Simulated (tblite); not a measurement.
# H50N30Si20: the cost of one run

Programs: tblite 0.8.0 and PySCF 2.14.0, with routines of our own; each step states its level. All values are computed. Atoms count from 0.

### Step 1. The system as given

100 atoms, charge 0, multiplicity 1; geometry from: force field, distance geometry or constructed start.

### Step 2. Geometry optimisation with GFN2-xTB

Job settings and geometry (Å):

```
{"job": {"kind": "relax", "xc": "GFN2-xTB", "basis": "xTB"}, "charge": 0, "multiplicity": 1}
Si     0.006100    -0.001200     7.001100
Si    -0.679700     2.287000     5.080200
Si     2.141700     2.250100     3.739100
Si     2.316900    -0.550600     5.080700
Si     0.882200    -2.976700     3.742100
Si    -1.641700    -1.728800     5.085000
Si    -3.017600     0.725500     3.735800
Si    -2.874800     0.692700     0.616900
Si    -0.839000     2.835600    -0.615400
Si     2.034100     2.146900     0.616000
Si     2.876200    -0.691300    -0.617500
Si     0.839200    -2.839700     0.615000
Si    -2.040200    -2.147100    -0.609400
Si    -2.134300    -2.253100    -3.740800
Si    -2.319900     0.560100    -5.086600
Si    -0.885100     2.976100    -3.732300
Si     3.018100    -0.722000    -3.738200
Si     0.675400    -2.287800    -5.088200
Si    -0.001900     0.001300    -7.000200
Si     1.641200     1.729200    -5.084900
N      1.377800    -0.326200     6.901700
H      1.754600    -0.418500     7.844700
N     -0.398600     1.364600     6.907000
H     -0.515700     1.725700     7.843500
N     -0.974000    -1.025800     6.901600
H     -1.245900    -1.309300     7.847900
N      0.815900     2.672900     5.210400
H      1.025500     2.707300     6.220600
N     -2.136800     1.795300     5.209600
H     -2.332500     1.710700     6.223500
N      2.627800     0.955600     5.209800
H      2.647300     1.168800     6.219500
N      2.588500     2.730300     2.694000
H      3.210400     3.381300     3.174100
N      1.907400    -2.038100     5.208000
H      1.832700    -2.238100     6.216800
N     -0.484700    -2.748600     5.207600
H     -0.311300    -2.873800     6.217500
N      1.071400    -3.610900     2.696500
H      1.321300    -4.465500     3.172600
N     -2.718700    -0.631800     5.215800
H     -2.849100    -0.470500     6.224100
N     -3.653400     0.878300     2.693500
H     -4.529900     1.086400     3.170200
N     -2.518000     2.386100     0.002700
H     -3.256000     3.087600    -0.003000
N     -3.319600    -0.985200     0.000100
H     -4.299900    -1.272600     0.003200
N      0.809400     3.370000    -0.000200
H      1.047400     4.361800     0.001500
N     -1.071200     3.599700    -2.693500
H     -1.319400     4.470200    -3.171600
N      3.321700     0.984800    -0.000600
H      4.296200     1.273500    -0.003900
N      2.515000    -2.385300     0.001200
H      3.253600    -3.083000     0.000200
N      3.664900    -0.883000    -2.699100
H      4.535200    -1.079400    -3.172700
N     -0.807600    -3.370400     0.004400
H     -1.046300    -4.359200    -0.000500
N     -2.593200    -2.729400    -2.694400
H     -3.204300    -3.383000    -3.172300
N     -2.622500    -0.954300    -5.210100
H     -2.649400    -1.164000    -6.218200
N     -0.809500    -2.667200    -5.209100
H     -1.031100    -2.704800    -6.218200
N     -1.903900     2.043000    -5.212400
H     -1.829800     2.238700    -6.213800
N     -1.384200     0.324800    -6.905200
H     -1.758400     0.416500    -7.838900
N      0.482900     2.744800    -5.208400
H      0.310400     2.872700    -6.217500
N      2.720500     0.628200    -5.207800
H      2.855400     0.469900    -6.218900
N      2.142100    -1.794500    -5.215400
H      2.340900    -1.711800    -6.220800
N      0.399800    -1.360500    -6.899700
H      0.512100    -1.727900    -7.839700
N      0.974000     1.024700    -6.904200
H      1.237900     1.303200    -7.842900
H      0.000000    -0.000200     8.426100
H     -0.884600     2.970300     6.352300
H      2.696500     2.839500     4.929900
H      3.012200    -0.723300     6.349300
H      1.105500    -3.746800     4.926400
H     -2.135400    -2.243000     6.352800
H     -3.804500     0.911100     4.926100
H     -4.261200     1.022900     0.883200
H     -1.244400     4.200200    -0.882800
H      3.013100     3.177100     0.880600
H      4.259100    -1.016000    -0.882000
H      1.247500    -4.199300     0.881100
H     -3.016500    -3.172700    -0.883600
H     -2.690300    -2.843100    -4.925800
H     -3.015800     0.725100    -6.349700
H     -1.113400     3.752600    -4.924700
H      3.802500    -0.912700    -4.926400
H      0.880200    -2.971300    -6.352400
H     -0.001900    -0.001500    -8.424800
H      2.134600     2.246300    -6.349200
```

Started as:

```bash
$ OMP_NUM_THREADS=8 python large_run.py task.json out
```

One launch serves the whole session: the jobs run in the order shown.

Q: Estimate the wall time and peak memory of this first job on 8 threads of Arm Neoverse N1, shared host.

About 2.3 min, with a peak of 0.16 GiB.
